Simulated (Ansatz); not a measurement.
# Al: the cost of one run

Method: DFT r2SCAN, scalar-relativistic, plane waves, PAW, in Ansatz 0.2.0.

1 further run of the same task is left out (set aside as unsound or not needed).

## Step 1: Starting point

It takes space group P6_3/mmc (No. 194, hexagonal). Conventional cell: a = 2.822 Å, b = 2.822 Å, c = 9.262 Å, α = 90.00°, β = 90.00°, γ = 120.00°. Al (site symmetry -3m) is surrounded by 12 Al at 2.82 to 2.83 Å. Al (site symmetry -6m2) is surrounded by 12 Al at 2.82 to 2.83 Å.

Coordinates:

```xyz
4
Lattice="2.8222 0.0000 0.0000 -1.4111 2.4441 0.0000 0.0000 0.0000 9.2621" Properties=species:S:1:pos:R:3 pbc="T T T"
Al    0.0000    0.0000    0.0000
Al    0.0000    1.6294    2.3155
Al    0.0000    0.0000    4.6310
Al    1.4111    0.8147    6.9465
```

It goes back to an entry of the Materials Project, which need not be the stable form.

This cell was relaxed beforehand with the same method: volume 15.97 Å³/atom, gap on the mesh none (metal).

## Step 2: The reference: the undisturbed cell on the scan's mesh

File input.yaml:

```yaml
crystal:
  lattice:
    - [2.8221979689, 0.0, 0.0]
    - [-1.4110989845, 2.4440951356, 0.0]
    - [0.0, 0.0, 9.2620593442]
  atoms:
    - { symbol: Al, position: [0.0, 0.0, 0.0] }
    - { symbol: Al, position: [0.3333333333, 0.6666666667, 0.25] }
    - { symbol: Al, position: [0.0, 0.0, 0.5] }
    - { symbol: Al, position: [0.6666666667, 0.3333333333, 0.75] }
basis:
  ecutwfc: 500
kpoints:
  mp_grid: { grid: [12, 12, 4] }
hamiltonian:
  xc: r2scan
scf:
  occupations: { method: gaussian, width: 0.15 }
output:
  forces: true
  stress: true
  eigenvalues: true
```

Run with:

```sh
$ ansatz run input.yaml --threads 2 --pin off --max-ram 5120MiB --backend cpu --events-out ev --progress --plain --runs-dir out
```

Q: Estimate wall time and peak memory on 2 threads of Intel Xeon Platinum 8124M at 3.00GHz (Skylake/Cascade Lake), shared host.

About 2.4 s, with a peak of 0.58 GiB.
